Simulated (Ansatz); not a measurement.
**Sn2TeSe: a single-point run**

Wanted: a converged single-point run for Sn2TeSe, and a check of what comes out. The structure is shown as the input types it. The cell is built on a prototype (ordering on rocksalt) and needn't be the phase found in nature.

Program: Ansatz 0.2.0. Level of theory: density functional or hybrid calculation with the settings of its input, plane waves. These are calculated values, not measurements.

## Step 1: Starting point

Symmetry: P4/mmm, No. 123, tetragonal system. The conventional cell has a = 4.381 Å, b = 4.381 Å, c = 6.226 Å, α = 90.00°, β = 90.00°, γ = 90.00°. Se (site symmetry 4/mmm) is surrounded by 6 Sn at 3.10 to 3.11 Å. Sn (site symmetry 4/mmm) is surrounded by 4 Te at 3.10 Å and 2 Se at 3.11 Å. Around Te (site symmetry 4/mmm) lie 6 Sn at 3.10 to 3.11 Å. Sn (site symmetry 4/mmm) has 4 Se at 3.10 Å and 2 Te at 3.11 Å as nearest neighbours.

Coordinates:

```cif
data_structure
_symmetry_space_group_name_H-M 'P4/mmm'
_symmetry_Int_Tables_number 123
_cell_length_a 4.3810
_cell_length_b 4.3810
_cell_length_c 6.2262
_cell_angle_alpha 90.000
_cell_angle_beta 90.000
_cell_angle_gamma 90.000
_cell_volume 119.50
loop_
_atom_site_label
_atom_site_type_symbol
_atom_site_symmetry_multiplicity
_atom_site_Wyckoff_symbol
_atom_site_fract_x
_atom_site_fract_y
_atom_site_fract_z
_atom_site_occupancy
Se1 Se 1 a 0.00000 0.00000 0.00000 1
Sn1 Sn 1 b 0.00000 0.00000 0.50000 1
Te1 Te 1 d 0.50000 0.50000 0.50000 1
Sn2 Sn 1 c 0.50000 0.50000 0.00000 1
```

## Step 2: Input and run

input.yaml

```yaml
crystal:
  lattice:
    - [4.3809765361, 0.0, 0.0]
    - [0.0, 4.3809765361, 0.0]
    - [0.0, 0.0, 6.2262160438]
  atoms:
    - { symbol: Se, position: [0.0, 0.0, 0.0] }
    - { symbol: Sn, position: [0.0, 0.0, 0.5] }
    - { symbol: Te, position: [0.5, 0.5, 0.5] }
    - { symbol: Sn, position: [0.5, 0.5, 0.0] }
kpoints:
  mp_grid: { grid: [4, 4, 4] }
hamiltonian:
  xc: pbe
  pseudopotentials: { kind: uspp }
scf:
  occupations: { method: fermi_dirac, width: 0.02 }
  n_extra_bands: 5
output:
  forces: true
  stress: true
  eigenvalues: true
```

Command:

```console
> ansatz run input.yaml --threads 4 --pin off --max-ram 3686MiB --backend cpu --events-out ev --progress --plain --runs-dir out
```

Q: Will this input give a usable result? If not, why, and what should change?

The program refused the input before any cycle. The line that matters: «line 15 column 29: unknown variant `uspp`, expected one of nc, nc_fr, paw, paw_fr, all_electron»

In the input, scf.max_iter is missing. A value is not one that its key takes.

What to do: set scf.max_iter to 53.
